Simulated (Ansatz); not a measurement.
# ZnGe2: one candidate structure

Aim: relax ZnGe2 from this start, AlB2 type (P6/mmm, No. 191), and see where it ends.

Method: DFT PBE, scalar-relativistic, plane waves, PAW, in Ansatz 0.2.0.

### 1 The system as given

The structure is hexagonal, space group P6/mmm (No. 191). Conventional cell: a = 3.676 Å, b = 3.676 Å, c = 3.970 Å, α = 90.00°, β = 90.00°, γ = 120.00°. Zn (site symmetry 6/mmm) has 12 Ge at 2.91 Å as nearest neighbours. Around Ge (site symmetry -6m2) lie 3 Ge at 2.12 Å.

Structure file:

```xyz
3
Lattice="3.6765 0.0000 0.0000 -1.8382 3.1839 0.0000 0.0000 0.0000 3.9696" Properties=species:S:1:pos:R:3 pbc="T T T"
Zn    0.0000    0.0000    0.0000
Ge    0.0000    2.1226    1.9848
Ge    1.8382    1.0613    1.9848
```

(A quick probe on a coarse mesh, which set the mesh and smearing, is not shown.)

### 3 Rough relaxation on the coarse mesh

input.yaml

```yaml
crystal:
  lattice:
    - [3.6764906707, 0.0, 0.0]
    - [-1.8382453354, 3.1839343176, 0.0]
    - [0.0, 0.0, 3.969632784]
  atoms:
    - { symbol: Zn, position: [0.0, 0.0, 0.0] }
    - { symbol: Ge, position: [0.3333333333, 0.6666666667, 0.5] }
    - { symbol: Ge, position: [0.6666666667, 0.3333333333, 0.5] }
basis:
  ecutwfc: 420
kpoints:
  mp_grid: { grid: [6, 6, 4] }
hamiltonian:
  xc: pbe
scf:
  occupations: { method: gaussian, width: 0.1 }
  lower_state_search: "off"
output:
  forces: true
  stress: true
  eigenvalues: true
relax:
  adjacent_minimum: "off"
  f_tol: 0.04
  max_steps: 70
  cell: { stress_tol: 0.4 }
```

On the command line:

```sh
ansatz run input.yaml --threads 1 --pin off --max-ram 2560MiB --backend cpu --events-out ev --progress --plain --runs-dir out
```

The session goes on with these runs: a loose first relaxation; the relaxation.

**Question.** What will these runs give?

As calculated:

Formation energies count from the elements, computed with the same settings in runs not shown here.

| quantity | value |
| --- | --- |
| cell | a = 4.816 Å, b = 4.816 Å, c = 2.745 Å, α = 90.00°, β = 90.00°, γ = 120.00° |
| space group | P6/mmm (No. 191) |
| volume | 18.38 Å³/atom |
| gap on the mesh | none (metal) |
| formation energy from the elements | +0.259 eV/atom |

The space group stayed P6/mmm, and from the first guess the volume went from 15.49 to 18.38 Å³/atom. The formation energy of +0.26 eV/atom is positive, so the elements lie lower than this structure; another structure of the compound can lie lower.
